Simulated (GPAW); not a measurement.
# LiCe3 (Pm-3m) in GPAW: convergence with smearing function

Aim: find how far smearing function must go before the results for LiCe3 settle, at PBE. This setting moves, with any that are tied to it; all else stays.

Program: GPAW 26.7.0. These are calculated values, not measurements. Logs are shortened: lines on timing, memory, paths and dates and some standing lists are left out, and cuts for length are marked. The log counts tension as positive stress, the text compression.

### 1 Starting point

Symmetry: Pm-3m, No. 221, cubic system. Conventional cell: a = 4.738 Å, b = 4.738 Å, c = 4.738 Å, α = 90.00°, β = 90.00°, γ = 90.00°. Ce (site symmetry 4/mmm) is surrounded by 8 Ce at 3.35 Å and 4 Li at 3.35 Å. Li (site symmetry m-3m) is surrounded by 12 Ce at 3.35 Å.

The cell comes from a database or a generator and needn't be the stable form of this composition.

### 2 With smearing function fermi-dirac

Contents of run.py:

```python
from ase.dft.bandgap import bandgap
from ase.io import read, write
from ase.units import GPa
from gpaw import GPAW, PW

atoms = read('LiCe3.xyz')
atoms.set_initial_magnetic_moments([1.0, 1.0, 1.0, 0.0])

calc = GPAW(mode=PW(800),
            xc='PBE',
            kpts={'size': (4, 4, 4), 'gamma': True},
            occupations={'name': 'fermi-dirac', 'width': 0.1},
            nbands=44,
            convergence={'density': 1e-05, 'energy': 1e-05},
            maxiter=100,
            txt='gpaw.txt')
atoms.calc = calc
energy = atoms.get_potential_energy()
forces = atoms.get_forces()
stress = atoms.get_stress()
calc.write('gs.gpw')
write('result.traj', atoms)
print(f'Energy: {energy:.6f} eV')
print('Forces (eV/A):')
print(forces.round(4))
print('Stress (GPa):', (stress / GPa).round(3))
print('Moments:', calc.get_magnetic_moments().round(3))
print('Fermi level:', round(calc.get_fermi_level(), 4), 'eV')
print(f'Gap: {bandgap(calc)[0]:.4f} eV, direct: {bandgap(calc, direct=True)[0]:.4f} eV')
```

Contents of LiCe3.xyz:

```xyz
4
Lattice="4.7378700000 0.0000000000 0.0000000000 0.0000000000 4.7378700000 0.0000000000 0.0000000000 0.0000000000 4.7378700000" Properties=species:S:1:pos:R:3 pbc="T T T"
Ce     2.3689350000      0.0000000000      2.3689350000
Ce     0.0000000000      2.3689350000      2.3689350000
Ce     2.3689350000      2.3689350000      0.0000000000
Li     0.0000000000      0.0000000000      0.0000000000
```

Potentials or basis: GPAW PAW data sets (gpaw-data 1.2.1), pw.

Started as:

```console
OMP_NUM_THREADS=1 python run.py
```

Run time: 2.4 min. Hardware: 1 thread of Arm Neoverse V1, shared host; peak memory 0.35 GiB.

It converged, with:

- Free energy: -18.2394 eV
- Pressure: 0.1 GPa
- Band gap on the k mesh: none (metal or under the smearing width)
- Net moment: 1.68 μB per cell
- Site moments: Ce +0.44; Li +0.00 μB

### 3 With smearing function gaussian

run.py: that of step 2 with these lines changed.

```diff
@@ -11,3 +11,3 @@
             kpts={'size': (4, 4, 4), 'gamma': True},
-            occupations={'name': 'fermi-dirac', 'width': 0.1},
+            occupations={'name': 'methfessel-paxton', 'order': 0, 'width': 0.1},
             nbands=44,
```

LiCe3.xyz is that of step 2.

Potentials or basis: GPAW PAW data sets (gpaw-data 1.2.1), pw.

Started as:

```console
OMP_NUM_THREADS=1 python run.py
```

It took 2.2 min on 1 thread of Arm Neoverse V1, shared host; peak memory 0.34 GiB.

The run converged. Its results:

```
Free energy            : -18.0193 eV
Pressure               : -0.5 GPa
Band gap on the k mesh : none (metal or under the smearing width)
Net moment             : 1.77 μB per cell
Site moments           : Ce +0.48; Li -0.00 μB
```

### 4 With smearing function marzari-vanderbilt

run.py: that of step 3 with these lines changed.

```diff
@@ -11,3 +11,3 @@
             kpts={'size': (4, 4, 4), 'gamma': True},
-            occupations={'name': 'methfessel-paxton', 'order': 0, 'width': 0.1},
+            occupations={'name': 'marzari-vanderbilt', 'width': 0.1},
             nbands=44,
```

LiCe3.xyz is that of step 3.

Started as:

```console
OMP_NUM_THREADS=1 python run.py
```

It took 2.2 min on 1 thread of Arm Neoverse V1, shared host; peak memory 0.34 GiB.

The run converged. Its results:

| Property | Result |
| --- | --- |
| Free energy | -17.9885 eV |
| Pressure | -0.7 GPa |
| Band gap on the k mesh | none (metal or under the smearing width) |
| Net moment | 1.71 μB per cell |
| Site moments | Ce +0.47; Li -0.00 μB |

### 5 With smearing function methfessel-paxton

run.py: that of step 4 with these lines changed.

```diff
@@ -11,3 +11,3 @@
             kpts={'size': (4, 4, 4), 'gamma': True},
-            occupations={'name': 'marzari-vanderbilt', 'width': 0.1},
+            occupations={'name': 'methfessel-paxton', 'width': 0.1, 'order': 1},
             nbands=44,
```

LiCe3.xyz is that of step 4.

Started as:

```console
OMP_NUM_THREADS=1 python run.py
```

Wall time 2.1 min (1 thread of Arm Neoverse V1, shared host); peak memory 0.35 GiB.

The run converged. Its results:

- Free energy: -17.9819 eV
- Pressure: -0.6 GPa
- Band gap on the k mesh: none (metal or under the smearing width)
- Net moment: 1.85 μB per cell
- Site moments: Ce +0.50; Li -0.00 μB

### 6 With smearing function tetrahedron-method

run.py: that of step 5 with these lines changed.

```diff
@@ -11,3 +11,3 @@
             kpts={'size': (4, 4, 4), 'gamma': True},
-            occupations={'name': 'methfessel-paxton', 'width': 0.1, 'order': 1},
+            occupations={'name': 'tetrahedron-method'},
             nbands=44,
```

LiCe3.xyz is that of step 5.

Potentials or basis: GPAW PAW data sets (gpaw-data 1.2.1), pw.

Started as:

```console
OMP_NUM_THREADS=1 python run.py
```

Run time: 2.6 min. Hardware: 1 thread of Arm Neoverse V1, shared host; peak memory 0.34 GiB.

The run converged. Its results:

| Property | Result |
| --- | --- |
| Free energy | -17.8922 eV |
| Pressure | -0.5 GPa |
| Band gap on the k mesh | none (metal or under the smearing width) |
| Net moment | 1.68 μB per cell |
| Site moments | Ce +0.42; Li +0.00 μB |

### 7 With smearing function improved-tetrahedron-method

run.py: that of step 6 with these lines changed.

```diff
@@ -11,3 +11,3 @@
             kpts={'size': (4, 4, 4), 'gamma': True},
-            occupations={'name': 'tetrahedron-method'},
+            occupations={'name': 'improved-tetrahedron-method'},
             nbands=44,
```

LiCe3.xyz is that of step 6.

Potentials or basis: GPAW PAW data sets (gpaw-data 1.2.1), pw.

Started as:

```console
OMP_NUM_THREADS=1 python run.py
```

gpaw.txt:

```text
__  _  _
 | _ |_)|_||  |
 |__||  | ||/\| - 26.7.0

Input parameters:
  mode=PW(ecut=800.0),
  convergence={'density': 1e-05, 'energy': 1e-05},
  kpts=MonkhorstPack(size=(4, 4, 4), gamma=True),
  maxiter=100,
  nbands=44,
  occupations=Occupations(name='improved-tetrahedron-method'),
  xc=XC(name='PBE')

Diagonalizing LCAO Hamiltonian
Converting LCAO to pw mode
    .-----------.
   /|           |
  / |           |
 *  |           |
 |  |           |
 |Ce|           |
 |  .--Ce-------.
 | /           /
 |/     Ce    /
 Li----------*

Atoms  # Å, Bohr magnetons
|   | symbol |        x |        y |        z |    initial magnetic moments |
|---|--------|----------|----------|----------|-----------------------------|
| 0 |     Ce | 2.368935 | 0.000000 | 2.368935 | ( 0.0000,  0.0000,  1.0000) |
| 1 |     Ce | 0.000000 | 2.368935 | 2.368935 | ( 0.0000,  0.0000,  1.0000) |
| 2 |     Ce | 2.368935 | 2.368935 | 0.000000 | ( 0.0000,  0.0000,  1.0000) |
| 3 |     Li | 0.000000 | 0.000000 | 0.000000 | ( 0.0000,  0.0000,  0.0000) |

Unit cell  # Å
| periodic |        x |        y |        z |  lengths |    angles |
|----------|----------|----------|----------|----------|-----------|
|      yes | 4.737870 | 0.000000 | 0.000000 | 4.737870 | 90.000000 |
|      yes | 0.000000 | 4.737870 | 0.000000 | 4.737870 | 90.000000 |
|      yes | 0.000000 | 0.000000 | 4.737870 | 4.737870 | 90.000000 |

Number of symmetries: 48
Symmetry operations  # r_c * U_cc + t_c -> r_c
|    | kind |            matrix            |
|----|------|------------------------------|
|  0 |  E   |  1, 0, 0,  0, 1, 0,  0, 0, 1 |
|  1 |  σ   |  1, 0, 0,  0, 1, 0,  0, 0,-1 |
|  2 |  σ   |  1, 0, 0,  0, 0, 1,  0, 1, 0 |
|  3 |  C4  |  1, 0, 0,  0, 0, 1,  0,-1, 0 |
|  4 |  C4  |  1, 0, 0,  0, 0,-1,  0, 1, 0 |
|  5 |  σ   |  1, 0, 0,  0, 0,-1,  0,-1, 0 |
|  6 |  σ   |  1, 0, 0,  0,-1, 0,  0, 0, 1 |
|  7 |  C2  |  1, 0, 0,  0,-1, 0,  0, 0,-1 |
|  8 |  σ   |  0, 1, 0,  1, 0, 0,  0, 0, 1 |
|  9 |  C2  |  0, 1, 0,  1, 0, 0,  0, 0,-1 |
| 10 |  C3  |  0, 1, 0,  0, 0, 1,  1, 0, 0 |
| 11 |  S6  |  0, 1, 0,  0, 0, 1, -1, 0, 0 |
| 12 |  S6  |  0, 1, 0,  0, 0,-1,  1, 0, 0 |
| 13 |  C3  |  0, 1, 0,  0, 0,-1, -1, 0, 0 |
| 14 |  C4  |  0, 1, 0, -1, 0, 0,  0, 0, 1 |
| 15 |  S4  |  0, 1, 0, -1, 0, 0,  0, 0,-1 |
| 16 |  C3  |  0, 0, 1,  1, 0, 0,  0, 1, 0 |
| 17 |  S6  |  0, 0, 1,  1, 0, 0,  0,-1, 0 |
| 18 |  σ   |  0, 0, 1,  0, 1, 0,  1, 0, 0 |
| 19 |  C4  |  0, 0, 1,  0, 1, 0, -1, 0, 0 |
| 20 |  C2  |  0, 0, 1,  0,-1, 0,  1, 0, 0 |
| 21 |  S4  |  0, 0, 1,  0,-1, 0, -1, 0, 0 |
| 22 |  S6  |  0, 0, 1, -1, 0, 0,  0, 1, 0 |
| 23 |  C3  |  0, 0, 1, -1, 0, 0,  0,-1, 0 |
| 24 |  S6  |  0, 0,-1,  1, 0, 0,  0, 1, 0 |
| 25 |  C3  |  0, 0,-1,  1, 0, 0,  0,-1, 0 |
| 26 |  C4  |  0, 0,-1,  0, 1, 0,  1, 0, 0 |
[... 130 lines left out ...]
  Trust region scale: 1.0
  Backstep threshold: 4.0
  History deletion threshold: 6.0
  Fourier metric: weight=20.0, sigma=0.015

occupation numbers:
  TetrahedronMethod(rcell=[[0.2110653099388544, 0.0, 0.0], [0.0, 0.2110653099388544, 0.0], [0.0, 0.0, 0.2110653099388544]], size=[4, 4, 4], bz2ibzmap=[3, 2, 3, 6, 2, 1, 2, 5, 3, 2, 3, 6, 6, 5, 6, 8, 2, 1, 2, 5, 1, 0, 1, 4, 2, 1, 2, 5, 5, 4, 5, 7, 3, 2, 3, 6, 2, 1, 2, 5, 3, 2, 3, 6, 6, 5, 6, 8, 6, 5, 6, 8, 5, 4, 5, 7, 6, 5, 6, 8, 8, 7, 8, 9], parallel_layout=<1x1x1>)

poisson solver:
  ecut: 6400.0  # eV

xc functional:
  name: PBE with 2 nearest neighbor stencil

convergence criteria:
- Maximum integral of absolute [dens]ity change: 1e-05 electrons / valence electron
- Maximum [total energy] change in last 3 cyles: 1e-05 eV / valence electron
- Maximum integral of absolute [eigenst]ate change: 4e-08 eV^2 / valence electron
maximum number of iterations: 100

SCF iterations
|iter     | |      energy | eigst |  dens |  magmom |
|---------|-|-------------|-------|-------|---------|
|iter:   1| |  -29.287609 | -0.46 |       |  +3.0009|
|iter:   2| |  -18.665333 | -0.53 | -0.21 |  +3.3881|
|iter:   3| |  -17.965492 | -1.12 | -0.81 |  +3.4872|
|iter:   4| |  -17.941340 | -2.33 | -1.32 |  +3.4277|
|iter:   5| |  -17.942437 | -2.08 | -1.37 |  +3.2071|
|iter:   6| |  -17.961870 | -2.41 | -1.57 |  +2.9882|
|iter:   7| |  -17.970353 | -2.96 | -1.79 |  +2.7458|
|iter:   8| |  -17.973406 | -3.91 | -2.07 |  +2.6103|
|iter:   9| |  -17.977144 | -3.84 | -2.15 |  +2.3163|
|iter:  10| |  -17.977250 | -3.80 | -2.14 |  +2.0325|
|iter:  11| |  -17.976024 | -3.73 | -2.35 |  +1.7997|
|iter:  12| |  -17.976952 | -4.01 | -2.39 |  +1.8967|
|iter:  13| |  -17.976329 | -4.05 | -2.70 |  +1.8314|
|iter:  14| |  -17.976513 | -5.30 | -3.17 |  +1.8546|
|iter:  15| |  -17.976557c| -6.12 | -3.69 |  +1.8601|
|iter:  16| |  -17.976585c| -6.39 | -3.98 |  +1.8646|
|iter:  17| |  -17.976591c| -7.17 | -4.55 |  +1.8656|
|iter:  18| |  -17.976584c| -7.66c| -4.86 |  +1.8651|
|iter:  19| |  -17.976585c| -7.92c| -5.29c|  +1.8652|

Converged in 19 steps
Energy contributions relative to reference atoms: (reference = -723515.755814)

Energy contributions:
  Kinetic:         -32.096951
  Coulomb:          36.203940
  Zero:              1.011922
  External:          0.000000
  Xc:              -23.095495
  Entropy:           0.000000
  Spinorbit:         0.000000
  ----------------------------
  Free energy:     -17.976585
  Extrapolated:    -17.976585

dipole moment: (-33.131622, -33.131622, -33.131622)  # |e|*Ang

Total magnetic moment: (0.000000, 0.000000, 1.865239)

Local magnetic moments
|        x |        y |        z |
|----------|----------|----------|
| 0.000000 | 0.000000 | 0.481919 |  # Ce   0
| 0.000000 | 0.000000 | 0.481919 |  # Ce   1
| 0.000000 | 0.000000 | 0.481919 |  # Ce   2
| 0.000000 | 0.000000 | 0.003284 |  # Li   3

Fermi level: 9.947
Eigenvalues  # (at kpt = [0.000, 0.000, 0.000])
| band index |      eig [eV] | occ [0-1] |      eig [eV] | occ [0-1] |
|------------|---------------|-----------|---------------|-----------|
|          0 |       -24.872 |     1.000 |       -24.616 |     1.000 |
|        ... |               |           |               |           |
|         12 |         6.804 |     1.000 |         6.934 |     1.000 |
|         13 |         7.058 |     1.000 |         7.160 |     1.000 |
|         14 |         8.889 |     1.000 |         9.068 |     1.000 |
|         15 |         8.889 |     1.000 |         9.068 |     1.000 |
|         16 |         8.889 |     1.000 |         9.068 |     1.000 |
|         17 |         8.935 |     1.000 |         9.098 |     1.068 |
|         18 |         8.935 |     1.000 |         9.098 |     1.111 |
|         19 |         9.910 |     0.984 |        10.280 |     0.000 |
|         20 |        10.092 |     0.000 |        10.361 |     0.000 |
|         21 |        10.092 |     0.000 |        10.361 |     0.000 |
|         22 |        10.092 |     0.000 |        10.361 |     0.000 |
|         23 |        10.191 |     0.000 |        10.536 |     0.000 |
|         24 |        10.191 |     0.000 |        10.536 |     0.000 |
|         25 |        10.191 |     0.000 |        10.536 |     0.000 |
|         26 |        10.252 |     0.000 |        10.568 |     0.000 |
|        ... |               |           |               |           |
|         43 |        14.130 |     0.000 |        14.244 |     0.000 |

No gap
No difference between direct/indirect transitions

Forces  # eV/Ang
|        x |       y |       z |
|----------|---------|---------|
|  0.00000 | 0.00000 | 0.00000 |  # Ce   0
| -0.00000 | 0.00000 | 0.00000 |  # Ce   1
|  0.00000 | 0.00000 | 0.00000 |  # Ce   2
|  0.00000 | 0.00000 | 0.00000 |  # Li   3

Stress tensor  # eV/Ang^3
|        x |        y |        z |
|----------|----------|----------|
| 0.004185 | 0.000000 | 0.000000 |
| 0.000000 | 0.004185 | 0.000000 |
| 0.000000 | 0.000000 | 0.004185 |

# Writing to gs.gpw (mode='')
```

It took 2.5 min on 1 thread of Arm Neoverse V1, shared host; peak memory 0.35 GiB.

What came out:

```
Free energy            : -17.9766 eV
Pressure               : -0.7 GPa
Band gap on the k mesh : none (metal or under the smearing width)
Net moment             : 1.87 μB per cell
Site moments           : Ce +0.48; Li +0.00 μB
```

### 8 Result

```csv
smearing function,"energy less the tightest run, at zero smearing (meV/atom)",pressure (GPa),largest site moment (μB),SCF cycles,CPU time (s),peak memory (GiB)
fermi-dirac,-0.64,0.12,0.44,18,140,0.35
gaussian,-1.64,-0.53,0.48,17,130,0.34
marzari-vanderbilt,-2.98,-0.69,0.47,17,130,0.34
methfessel-paxton,-2.25,-0.63,0.50,16,130,0.35
tetrahedron-method,21.09,-0.55,0.42,20,160,0.34
improved-tetrahedron-method,0.00,-0.67,0.48,19,150,0.35
```

Not settled before the last step: the energy (to 1 meV/atom), the pressure (to 0.1 GPa), the largest site moment (to 0.02 μB). Narrower smearing needs a denser k mesh, so at a fixed mesh the narrowest width isn't the most accurate. The tightest run that finished is the yardstick and may itself not be fully converged.

Caveats: one-centre terms of the f shell are cut off; the magnetic or orbital state may not be the lowest; spin-orbit coupling is left out, which moves the levels of the heavy elements; without U or exact exchange the open f shell lies at the Fermi level, which spoils levels, moments and volumes.
